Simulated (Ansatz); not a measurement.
# C3H9ClSi: the cost of one run

Computed with Ansatz 0.2.0 (the levels named in each step, unless a step's input says otherwise).

## (1) Starting point

Bond lengths: C1–Si2 1.904 Å, Si2–C3 1.906 Å, Si2–C4 1.904 Å, Si2–Cl5 2.045 Å, C1–H6 1.086 Å, C1–H7 1.086 Å, C1–H8 1.095 Å, C3–H9 1.086 Å, C3–H10 1.086 Å, C3–H11 1.083 Å, C4–H12 1.086 Å, C4–H13 1.081 Å, C4–H14 1.086 Å. Angles (14 of 24 angles, heavy atoms first): C1–Si2–C3 110.9°, C1–Si2–C4 110.6°, C1–Si2–Cl5 108.2°, C3–Si2–C4 110.7°, C3–Si2–Cl5 108.0°, C4–Si2–Cl5 108.3°, Si2–C1–H6 111.3°, Si2–C1–H7 111.3°, Si2–C1–H8 111.1°, Si2–C3–H9 111.4°, Si2–C3–H10 111.3°, Si2–C3–H11 111.4°, Si2–C4–H12 111.3°, Si2–C4–H13 111.5°.

Structure file:

```xyz
14

C    -1.0586    1.3706   -1.1334
Si   -0.1475   -0.1144   -0.3652
C     1.3246   -0.6444   -1.4540
C    -1.3450   -1.5702   -0.0972
Cl    0.5860    0.4577    1.4554
H    -1.4725    1.1198   -2.1051
H    -1.8803    1.6993   -0.5033
H    -0.3860    2.2258   -1.2543
H     1.8696   -1.4714   -1.0077
H     0.9927   -0.9647   -2.4367
H     2.0212    0.1716   -1.6005
H    -1.7639   -1.9147   -1.0375
H    -2.1700   -1.2928    0.5443
H    -0.8428   -2.4150    0.3657
```

## (2) A rough first relaxation, PBE-D4/def2-SVP

This run stands in another session on the same molecule. It ended at:

```xyz
14

C    -1.0521    1.3580   -1.1326
Si   -0.1584   -0.1240   -0.3931
C     1.3082   -0.6408   -1.4533
C    -1.3369   -1.5628   -0.1043
Cl    0.5949    0.4649    1.4863
H    -1.4703    1.1024   -2.1291
H    -1.8870    1.6824   -0.4792
H    -0.3598    2.2149   -1.2571
H     1.8548   -1.4853   -0.9871
H     0.9651   -0.9627   -2.4593
H     2.0189    0.2003   -1.5821
H    -1.7650   -1.9128   -1.0674
H    -2.1736   -1.2619    0.5579
H    -0.8109   -2.4152    0.3709
```

## (3) Relaxation, r2SCAN-D4/def2-TZVP

The input, input.yaml:

```yaml
crystal:
  periodic: [false, false, false]
  atoms:
    - { symbol: C, position_ang: [-1.05212767, 1.3580451, -1.13259899] }
    - { symbol: Si, position_ang: [-0.15843524, -0.1240442, -0.39305339] }
    - { symbol: C, position_ang: [1.308177, -0.64084858, -1.45329825] }
    - { symbol: C, position_ang: [-1.33690635, -1.56279335, -0.10433883] }
    - { symbol: Cl, position_ang: [0.59487356, 0.4648913, 1.48632062] }
    - { symbol: H, position_ang: [-1.47030816, 1.10235363, -2.12908103] }
    - { symbol: H, position_ang: [-1.88700638, 1.68239084, -0.47918965] }
    - { symbol: H, position_ang: [-0.35981717, 2.21490882, -1.25705289] }
    - { symbol: H, position_ang: [1.85478258, -1.485262, -0.98713716] }
    - { symbol: H, position_ang: [0.96514592, -0.96267496, -2.45931787] }
    - { symbol: H, position_ang: [2.01889232, 0.20025707, -1.58213529] }
    - { symbol: H, position_ang: [-1.76501599, -1.91279741, -1.06743792] }
    - { symbol: H, position_ang: [-2.17364949, -1.26193102, 0.55788309] }
    - { symbol: H, position_ang: [-0.81089491, -2.41518522, 0.37093757] }
basis:
  gaussian: { orbitals: def2-TZVP }
hamiltonian:
  xc: r2scan
  dispersion: d4
relax:
  f_tol: 0.004
  max_steps: 150
```

On the command line:

```sh
ansatz run input.yaml --threads 4 --pin off --max-ram 10240MiB --backend cpu --events-out ev --progress --plain --runs-dir out
```

**Question.** How long does this run take on 4 threads of Intel Xeon Platinum 8259CL at 2.50GHz (Skylake/Cascade Lake), shared host, and how much memory does it need?

About 35 s, with a peak of 0.36 GiB.
